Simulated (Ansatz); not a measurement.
# CH6BClOSn: the cost of one run

Method: functionals in def2-TZVPP, the program's frozen cores in correlated methods; program: Ansatz 0.2.0, Gaussian basis.

Levels to be run: PBE-D4, r2SCAN-D4, PBE0-D4, B3LYP-D4, ωB97X-V, ωB97M-V, B2PLYP; CCSD(T)/def2-TZVPP; MP2/def2-QZVPP; extrapolation to the limit.

**1. Structure used throughout**

The geometry comes from an earlier relaxation with PBE0-D4 in a triple-zeta def2 set; it is a stationary point, not always the lowest conformer. Sn takes the def2 core potential; no spin-orbit term is included.

SMILES `[BH2][SnH]([Cl])[O]C`, 11 atoms, charge 0, spin multiplicity 1.

Atoms are counted from 1 here; the program's logs count them from 0.

Bond lengths: B1–Sn2 2.242 Å, B1–H6 1.190 Å, B1–H7 1.191 Å, Sn2–Cl3 2.351 Å, Sn2–O4 1.958 Å, Sn2–H8 1.709 Å, O4–C5 1.406 Å, C5–H9 1.094 Å, C5–H10 1.099 Å, C5–H11 1.097 Å. Angles: Sn2–B1–H6 119.4°, Sn2–B1–H7 119.6°, H6–B1–H7 121.0°, B1–Sn2–Cl3 104.9°, B1–Sn2–O4 108.4°, B1–Sn2–H8 125.2°, Cl3–Sn2–O4 105.4°, Cl3–Sn2–H8 104.8°, O4–Sn2–H8 106.7°, Sn2–O4–C5 120.2°, O4–C5–H9 108.2°, O4–C5–H10 112.5°, O4–C5–H11 112.0°, H9–C5–H10 107.8°, H9–C5–H11 108.1°, H10–C5–H11 108.1°.

**2. PBE-D4 (GGA)**

in.yaml

```yaml
crystal:
  periodic: [false, false, false]
  atoms:
    - {symbol: B, position_ang: [0.291650, 1.364946, 2.291080]}
    - {symbol: Sn, position_ang: [-0.309088, -0.206610, 0.809859]}
    - {symbol: Cl, position_ang: [1.161901, -1.998650, 1.202187]}
    - {symbol: O, position_ang: [0.127962, 0.439329, -0.985853]}
    - {symbol: C, position_ang: [-0.039285, -0.400878, -2.101026]}
    - {symbol: H, position_ang: [0.864979, 2.336476, 1.911757]}
    - {symbol: H, position_ang: [0.068499, 1.197571, 3.448838]}
    - {symbol: H, position_ang: [-1.856238, -0.924973, 0.709088]}
    - {symbol: H, position_ang: [0.147076, 0.187630, -3.003964]}
    - {symbol: H, position_ang: [-1.057335, -0.810104, -2.170762]}
    - {symbol: H, position_ang: [0.665281, -1.241637, -2.090604]}
basis:
  gaussian: {orbitals: def2-TZVPP}
hamiltonian: {xc: pbe, dispersion: d4}
output: {forces: true, orbitals: {seedname: orbitals}}
```

The run is started by

```console
$ ansatz run in.yaml --threads 4 --pin off --events-out ev --progress --plain --max-ram 10444MiB
```

What time and memory should one allow on 4 threads of Arm Neoverse N1, shared host?

About 5.5 s, with a peak of 0.37 GiB.
